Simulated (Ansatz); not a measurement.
**C2HAlCl2: up Jacob's ladder to CCSD(T)**

The task here is to estimate one member of a computed series from the others.

Computed with Ansatz 0.2.0, Gaussian basis. Level: functionals in def2-TZVPP, the program's frozen cores in correlated methods.

The runs, in order: LDA (SPW92), PBE-D4, revPBE-D4, BLYP-D4, r2SCAN-D4, B97M-V, PBE0-D4, B3LYP-D4, r2SCANh-D4, r2SCAN0-D4, HSE06-D4, BHLYP-D4, CAM-B3LYP-D4, LC-ωPBE, ωB97X-V, ωB97M-V, B2PLYP, PBE-QIDH; CCSD(T)/def2-SVP; CCSD(T)/def2-TZVPP; MP2/def2-QZVPP; extrapolation to the limit; RPA on PBE.

**The geometry**

All runs share one geometry, relaxed beforehand with PBE0-D4 in a triple-zeta def2 set.

6 atoms, charge 0, spin multiplicity 1.

Atoms are counted from 1 here; the program's logs count them from 0.

Bond lengths: C1–C2 1.209 Å, C1–H6 1.067 Å, C2–Al3 1.880 Å, Al3–Cl4 2.075 Å, Al3–Cl5 2.075 Å. Angles: C2–C1–H6 180.0°, C1–C2–Al3 179.8°, C2–Al3–Cl4 120.5°, C2–Al3–Cl5 120.6°, Cl4–Al3–Cl5 118.9°.

Coordinates:

```xyz
6

C     1.3766   -0.0772    1.3353
C     0.5151   -0.0323    0.4886
Al   -0.8269    0.0308   -0.8260
Cl   -2.2102   -1.5068   -0.9938
Cl   -0.9497    1.6380   -2.1328
H     2.1372   -0.1164    2.0825
```

The first run:

Input file in.yaml:

```yaml
crystal:
  periodic: [false, false, false]
  atoms:
    - {symbol: C, position_ang: [1.376631, -0.077230, 1.335322]}
    - {symbol: C, position_ang: [0.515134, -0.032349, 0.488620]}
    - {symbol: Al, position_ang: [-0.826906, 0.030803, -0.825997]}
    - {symbol: Cl, position_ang: [-2.210246, -1.506750, -0.993796]}
    - {symbol: Cl, position_ang: [-0.949743, 1.637972, -2.132761]}
    - {symbol: H, position_ang: [2.137231, -0.116447, 2.082511]}
basis:
  gaussian: {orbitals: def2-TZVPP}
hamiltonian: {xc: lda}
output: {orbitals: {seedname: orbitals}}
```

Launch:

```
$ ansatz run in.yaml --threads 4 --pin off --events-out ev --progress --plain --max-ram 10444MiB
```

Among the steps run: LDA; PBE-D4 (GGA); revPBE-D4 (GGA); BLYP-D4 (GGA); r2SCAN-D4 (meta-GGA); B97M-V (meta-GGA); PBE0-D4 (hybrid); B3LYP-D4 (hybrid); r2SCANh-D4 (hybrid); r2SCAN0-D4 (hybrid); HSE06-D4 (hybrid); BHLYP-D4 (hybrid); CAM-B3LYP-D4 (range-separated); LC-ωPBE (range-separated); ωB97X-V (range-separated); ωB97M-V (range-separated); B2PLYP (double hybrid); PBE-QIDH (double hybrid).

One table of the session follows, with a row left open; its other results are not shown here.

It belongs to the step «Frontier levels by functional». 

```
  functional  HOMO (eV)  LUMO (eV)  gap (eV)
 LDA (SPW92)      -7.63      -2.75      4.88
      PBE-D4      -7.43      -2.47      4.96
   revPBE-D4      -7.36      -2.35      5.01
     BLYP-D4      -7.23      -2.32      4.91
   r2SCAN-D4      -7.69      -2.22      5.47
      B97M-V      -7.65      -2.25      5.40
     PBE0-D4      -8.68      -1.67      7.01
    B3LYP-D4      -8.40      -1.86      6.54
  r2SCANh-D4          ?          ?         ?
  r2SCAN0-D4      -8.85      -1.52      7.33
    HSE06-D4      -8.27      -2.04      6.23
    BHLYP-D4      -9.72      -0.80      8.92
CAM-B3LYP-D4     -10.03      -0.67      9.36
     LC-ωPBE     -11.51       0.43     11.94
     ωB97X-V     -11.07       0.34     11.41
     ωB97M-V     -10.93       0.14     11.08
```

Estimate the missing values for r2SCANh-D4.

Worked estimate for «HOMO (eV)». Against the share of exact exchange, r2SCAN-D4 (0, -7.69), r2SCAN0-D4 (0.25, -8.85) give a slope of -4.64 per unit share; at 0.1 the line stands at -8.15.

As computed: HOMO (eV): -8.15; LUMO (eV): -1.94; gap (eV): 6.22. In «HOMO (eV)» the line misses by 0.00.
